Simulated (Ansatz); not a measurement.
# BCl3H2O: the cost of one run

All numbers below are computed with Ansatz 0.2.0 (RHF/cc-pVDZ).

### 1 Starting point

Bond lengths: B1–O2 1.760 Å, O2–H3 1.010 Å, B1–Cl4 1.860 Å, B1–Cl5 1.860 Å, B1–Cl6 2.160 Å, O2–H7 1.123 Å, Cl6–H7 1.362 Å. Angles: B1–O2–H3 109.5°, B1–O2–H7 85.7°, H3–O2–H7 119.8°, O2–B1–Cl4 120.0°, O2–B1–Cl5 120.0°, O2–B1–Cl6 71.6°, Cl4–B1–Cl5 120.0°, Cl4–B1–Cl6 88.5°, Cl5–B1–Cl6 110.0°, B1–Cl6–H7 65.3°, O2–H7–Cl6 137.3°.

Structure file:

```xyz
7

B     0.0000    0.0000    0.0000
O     0.0000    0.0000    1.7600
H    -0.9095   -0.2814    2.0971
Cl    1.6108    0.0000   -0.9300
Cl   -1.6108    0.0000   -0.9300
Cl    0.4607    1.9974    0.6811
H     0.2517    1.0912    1.6763
```

### 2 Pulling towards end A

Springs on the bonds that form and break draw the guess towards this end; the thresholds are loose.

The input, input.yaml:

```yaml
crystal:
  periodic: [false, false, false]
  atoms:
    - { symbol: B, position_ang: [0.0, 0.0, 0.0] }
    - { symbol: O, position_ang: [0.0, 0.0, 1.76] }
    - { symbol: H, position_ang: [-0.9095, -0.2814, 2.0971] }
    - { symbol: Cl, position_ang: [1.6108, 0.0, -0.93] }
    - { symbol: Cl, position_ang: [-1.6108, 0.0, -0.93] }
    - { symbol: Cl, position_ang: [0.4607, 1.9974, 0.6811] }
    - { symbol: H, position_ang: [0.2517, 1.0912, 1.6763] }
basis:
  gaussian: { orbitals: cc-pVDZ }
hamiltonian:
  xc: hf
relax:
  f_tol: 0.15
  max_steps: 25
  restrain:
    - { distance: [0, 5], at: 3.06, k: 30.0 }
    - { distance: [6, 1], at: 2.21, k: 30.0 }
    - { distance: [0, 1], at: 1.41, k: 30.0 }
    - { distance: [6, 5], at: 1.37, k: 30.0 }
```

Command:

```bash
$ ansatz run input.yaml --threads 1 --pin off --max-ram 2048MiB --backend cpu --events-out ev --progress --plain --runs-dir out
```

What time and memory should one allow on 1 thread of Intel Xeon Platinum 8259CL at 2.50GHz (Skylake/Cascade Lake), shared host?

About 30 s, with a peak of 0.21 GiB.
